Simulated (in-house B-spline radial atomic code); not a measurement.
**Si⁴⁺: excited configurations**

How much energy does it take to promote electrons of Si⁴⁺ to other shells? Each configuration is solved by itself and compared with the reference.

Program: in-house B-spline radial atomic code version 1. Level of theory: Dirac-Hartree-Fock, average of configuration, Fermi nucleus, basis-set limit. These are calculated values, not measurements, unless marked.

### 1 What is computed

| Item | Value |
| --- | --- |
| element | silicon (Z = 14) |
| charge | +4 |
| electrons | 10 |
| configuration | [He] 2s2 2p6 |
| Hamiltonian | Dirac-Coulomb |
| nucleus | Fermi, rms radius 3.122 fm |

Outer shells as boxes (Hund's rule):

[He] 2s2 2p6
```
[He] core
2s [↑↓]
2p [↑↓][↑↓][↑↓]
```

Settings of the run:

```ini
Z = 14
electrons = 10.0
configuration = [He] 2s2 2p6
hamiltonian = dirac
method = hf
spin_polarised = False
nucleus = fermi
rms_radius = 3.1224
mass_number = 28
atomic_mass = 27.97692653442
speed_of_light = 137.035999084
```

The reference is known from an earlier run: -285.802607 hartree in all. Up to eight levels, counted from the top:

```csv
orbital,occupation,energy (eV),<r> (bohr)
1s1/2,2,-1932.18,0.1110
2s1/2,2,-220.52,0.5596
2p1/2,2,-169.01,0.5287
2p3/2,4,-168.32,0.5307
```

### 2 Run with [He] 2s1 2p6 3d1

The settings differ from step 1 so:

```diff
@@ -2,3 +2,3 @@
 electrons = 10.0
-configuration = [He] 2s2 2p6
+configuration = [He] 2s1 2p6 3d1
 hamiltonian = dirac
```

From the run's result record (rounded, not every field):

```text
status: converged
iterations: 8
energy [hartree]: {"total": -279.24094216, "kinetic": 280.432475605, "nuclear": -642.594248889, "coulomb": 99.72907788, "exact_exchange": -16.8082467566}
breit [hartree]: {"gaunt": 0.05679471, "retardation": -0.003939857, "frequency_dependence": -3.647054e-05}
qed [hartree]: {"self_energy": 0.03670193, "uehling": -0.002272533, "wichmann_kroll": 4.169474e-06}
recoil [hartree]: 0.004553608
total_with_corrections [hartree]: -279.149136607
orbitals [hartree, bohr; first row names the columns]:
  - ["name", "occ", "eps", "<r>"]
  - ["1s1/2", 2.0, -72.132748, 0.11111]
  - ["2s1/2", 1.0, -8.9840388, 0.54502]
  - ["2p1/2", 2.0, -6.9544814, 0.5098]
  - ["2p3/2", 4.0, -6.9273611, 0.51166]
  - ["3d3/2", 0.4, -1.4522005, 1.9433]
  - ["3d5/2", 0.6, -1.4521494, 1.9434]
sum_r [bohr^k]: {"-1": 45.8996, "1": 5.776839, "2": 6.709793}
energy_minus_base [hartree]: 6.56166453
energy_minus_base_with_corrections [hartree]: 6.5587319
```

It took 1.2 s on 1 thread, shared host.

energy_minus_base is the energy less that of the reference run.

Radial density 4πr²n(r) and radial functions P(r) = rR(r):

```csv
r (bohr),4πr²n,2s1/2,3d5/2
0.00723,0.9386,0.1853,0.0000
0.0104,1.771,0.2542,0.0000
0.0149,3.195,0.3404,0.0000
0.0213,5.445,0.4419,0.0001
0.0306,8.656,0.5501,0.0002
0.0438,12.30,0.6371,0.0007
0.0628,15.07,0.6572,0.0018
0.0901,15.16,0.5408,0.0048
0.129,12.42,0.2217,0.0120
0.185,9.944,-0.3135,0.0288
0.266,10.99,-0.9401,0.0649
0.381,12.90,-1.3655,0.1338
0.546,10.45,-1.3334,0.2515
0.783,4.789,-0.8747,0.4253
1.12,1.312,-0.3553,0.6233
1.61,0.6056,-0.0740,0.7391
2.31,0.3916,-0.0063,0.6251
3.31,0.1026,-0.0002,0.3204
4.74,0.006300,0.0000,0.0794
6.80,4.603e-05,0.0000,0.0068
```

On the record's full grid the radial density has clear maxima near r = 0.075, 0.38 bohr.

X-ray form factor of the spherical density:

```csv
sinθ/λ (1/Å),f (electrons)
0,10.000
0.1,9.555
0.2,8.618
0.3,7.666
0.4,6.763
0.6,5.047
0.8,3.657
1,2.707
1.4,1.755
1.8,1.377
2.5,1.032
4,0.534
6,0.213
```

### 3 Configuration [He] 2s2 2p5 6f1

The settings differ from step 2 so:

```diff
@@ -2,3 +2,3 @@
 electrons = 10.0
-configuration = [He] 2s1 2p6 3d1
+configuration = [He] 2s2 2p5 6f1
 hamiltonian = dirac
```

Main fields:

```text
status: converged
iterations: 9
energy [hartree]: {"total": -280.070504753, "kinetic": 281.318626227, "nuclear": -639.328704406, "coulomb": 95.0622851098, "exact_exchange": -17.1227116848}
breit [hartree]: {"gaunt": 0.0562313, "retardation": -0.003607306, "frequency_dependence": -2.94316e-05}
qed [hartree]: {"self_energy": 0.03812144, "uehling": -0.002357197, "wichmann_kroll": 4.324599e-06}
recoil [hartree]: 0.004717344
total_with_corrections [hartree]: -279.977424284
orbitals [hartree, bohr; first row names the columns]:
  - ["name", "occ", "eps", "<r>"]
  - ["1s1/2", 2.0, -72.72141, 0.11094]
  - ["2s1/2", 2.0, -9.2941806, 0.54508]
  - ["2p1/2", 1.6667, -7.5683465, 0.50471]
  - ["2p3/2", 3.3333, -7.5414679, 0.50648]
  - ["6f5/2", 0.42857, -0.34761668, 9.5841]
  - ["6f7/2", 0.57143, -0.34761077, 9.5843]
sum_r [bohr^k]: {"-1": 45.66635, "1": 13.42574, "2": 106.4167}
energy_minus_base [hartree]: 5.73210194
energy_minus_base_with_corrections [hartree]: 5.73044422
```

Run time: 1.5 s. Hardware: 1 thread, shared host.

### 4 Run with [He] 2s1 2p6 6s1

The settings differ from step 3 so:

```diff
@@ -2,3 +2,3 @@
 electrons = 10.0
-configuration = [He] 2s2 2p5 6f1
+configuration = [He] 2s1 2p6 6s1
 hamiltonian = dirac
```

Main fields:

```text
status: converged
iterations: 12
energy [hartree]: {"total": -278.223481358, "kinetic": 279.41615057, "nuclear": -636.637014858, "coulomb": 95.7849093614, "exact_exchange": -16.7875264315}
breit [hartree]: {"gaunt": 0.05680218, "retardation": -0.003932689, "frequency_dependence": -3.652447e-05}
qed [hartree]: {"self_energy": 0.03671859, "uehling": -0.002273491, "wichmann_kroll": 4.171231e-06}
recoil [hartree]: 0.004548927
total_with_corrections [hartree]: -278.131650195
orbitals [hartree, bohr; first row names the columns]:
  - ["name", "occ", "eps", "<r>"]
  - ["1s1/2", 2.0, -72.564613, 0.11111]
  - ["2s1/2", 1.0, -9.4159697, 0.54971]
  - ["2p1/2", 2.0, -7.391172, 0.50863]
  - ["2p3/2", 4.0, -7.3640171, 0.51047]
  - ["6s1/2", 1.0, -0.44248937, 8.644]
sum_r [bohr^k]: {"-1": 45.47409, "1": 12.47507, "2": 85.88746}
energy_minus_base [hartree]: 7.57912533
energy_minus_base_with_corrections [hartree]: 7.57621831
```

It took 1.2 s on 1 thread, shared host.

### 5 Configuration [He] 2s1 2p6 3s1

The settings differ from step 4 so:

```diff
@@ -2,3 +2,3 @@
 electrons = 10.0
-configuration = [He] 2s1 2p6 6s1
+configuration = [He] 2s1 2p6 3s1
 hamiltonian = dirac
```

Main fields:

```text
status: converged
iterations: 12
energy [hartree]: {"total": -280.07500852, "kinetic": 281.276618518, "nuclear": -645.070792306, "coulomb": 100.551243911, "exact_exchange": -16.8320786435}
breit [hartree]: {"gaunt": 0.05702644, "retardation": -0.003947566, "frequency_dependence": -3.613316e-05}
qed [hartree]: {"self_energy": 0.03688121, "uehling": -0.002283077, "wichmann_kroll": 4.188796e-06}
recoil [hartree]: 0.004581899
total_with_corrections [hartree]: -279.982781557
orbitals [hartree, bohr; first row names the columns]:
  - ["name", "occ", "eps", "<r>"]
  - ["1s1/2", 2.0, -72.00757, 0.11112]
  - ["2s1/2", 1.0, -8.6711993, 0.53255]
  - ["2p1/2", 2.0, -6.8704885, 0.51085]
  - ["2p3/2", 4.0, -6.8434868, 0.51272]
  - ["3s1/2", 1.0, -2.5545801, 1.6849]
sum_r [bohr^k]: {"-1": 46.0765, "1": 5.512224, "2": 5.511725}
energy_minus_base [hartree]: 5.72759817
energy_minus_base_with_corrections [hartree]: 5.72508695
```

Run time: 1 s. Hardware: 1 thread, shared host.

### 6 Run with [He] 2s2 2p5 3p1

The settings differ from step 5 so:

```diff
@@ -2,3 +2,3 @@
 electrons = 10.0
-configuration = [He] 2s1 2p6 3s1
+configuration = [He] 2s2 2p5 3p1
 hamiltonian = dirac
```

Main fields:

```text
status: converged
iterations: 9
energy [hartree]: {"total": -281.638025259, "kinetic": 282.887813491, "nuclear": -647.052035771, "coulomb": 99.7067082576, "exact_exchange": -17.1805112365}
breit [hartree]: {"gaunt": 0.05653342, "retardation": -0.003667287, "frequency_dependence": -2.994975e-05}
qed [hartree]: {"self_energy": 0.0381033, "uehling": -0.002355977, "wichmann_kroll": 4.322369e-06}
recoil [hartree]: 0.004730973
total_with_corrections [hartree]: -281.544706454
orbitals [hartree, bohr; first row names the columns]:
  - ["name", "occ", "eps", "<r>"]
  - ["1s1/2", 2.0, -72.172163, 0.11095]
  - ["2s1/2", 2.0, -8.7964916, 0.54664]
  - ["2p1/2", 1.6667, -7.0695553, 0.50611]
  - ["2p3/2", 3.3333, -7.0428605, 0.5079]
  - ["3p1/2", 0.33333, -1.9177668, 1.8038]
  - ["3p3/2", 0.66667, -1.9147034, 1.807]
sum_r [bohr^k]: {"-1": 46.21802, "1": 5.657636, "2": 6.063188}
energy_minus_base [hartree]: 4.16458143
energy_minus_base_with_corrections [hartree]: 4.16316205
```

Run time: 0.87 s. Hardware: 1 thread, shared host.

### 7 Configuration [He] 2s1 2p6 6d1

The settings differ from step 6 so:

```diff
@@ -2,3 +2,3 @@
 electrons = 10.0
-configuration = [He] 2s2 2p5 3p1
+configuration = [He] 2s1 2p6 6d1
 hamiltonian = dirac
```

Main fields:

```text
status: converged
iterations: 8
energy [hartree]: {"total": -278.146505516, "kinetic": 279.338300968, "nuclear": -636.38389444, "coulomb": 95.6861294552, "exact_exchange": -16.7870414997}
breit [hartree]: {"gaunt": 0.05678362, "retardation": -0.003932523, "frequency_dependence": -3.654665e-05}
qed [hartree]: {"self_energy": 0.03670356, "uehling": -0.002272613, "wichmann_kroll": 4.169623e-06}
recoil [hartree]: 0.004545702
total_with_corrections [hartree]: -278.054710151
orbitals [hartree, bohr; first row names the columns]:
  - ["name", "occ", "eps", "<r>"]
  - ["1s1/2", 2.0, -72.578285, 0.11111]
  - ["2s1/2", 1.0, -9.4324636, 0.54431]
  - ["2p1/2", 2.0, -7.4016249, 0.50862]
  - ["2p3/2", 4.0, -7.3744639, 0.51046]
  - ["6d3/2", 0.4, -0.35728567, 9.8794]
  - ["6d5/2", 0.6, -0.35727302, 9.8798]
sum_r [bohr^k]: {"-1": 45.45601, "1": 13.70527, "2": 112.6465}
energy_minus_base [hartree]: 7.65610117
energy_minus_base_with_corrections [hartree]: 7.65315835
```

It took 1.3 s on 1 thread, shared host.

### 8 Energies above the reference

| net move | configuration | energy above the reference (eV) | with Breit, QED, recoil (eV) | largest <r> (bohr) |
| --- | --- | --- | --- | --- |
| 2p → 3p | [He] 2s2 2p5 3p1 | 113.32 | 113.29 | 1.81 |
| 2s → 3s | [He] 2s1 2p6 3s1 | 155.86 | 155.79 | 1.68 |
| 2p → 6f | [He] 2s2 2p5 6f1 | 155.98 | 155.93 | 9.58 |
| 2s → 3d | [He] 2s1 2p6 3d1 | 178.55 | 178.47 | 1.94 |
| 2s → 6s | [He] 2s1 2p6 6s1 | 206.24 | 206.16 | 8.64 |
| 2s → 6d | [He] 2s1 2p6 6d1 | 208.33 | 208.25 | 9.88 |

Quantum defects of the promoted electron, δ = n − ζ/√(−2ε) with ζ = 5 and ε its orbital energy in hartree:

| promotion | δ |
| --- | --- |
| 2p → 3p | 0.446 |
| 2s → 3s | 0.788 |
| 2p → 6f | 0.003 |
| 2s → 3d | 0.066 |
| 2s → 6s | 0.685 |
| 2s → 6d | 0.085 |

The energies run from 113.32 eV (2p → 3p) to 208.33 eV (2s → 6d). Koopmans' estimate of the ionisation threshold is 168.32 eV; 3 configurations exceed it by over 2 % and could autoionise. Of those tabulated, the defect is largest for 3s (0.79) and least for 6f (0.00): low angular momentum penetrates the core, high angular momentum stays outside it. Two partly filled shells share a symmetry and can mix in the average, which may lower the energy, for: 2p → 3p; 2s → 3s; 2s → 6s. These are averages over configurations, without correlation, not spectroscopic levels.
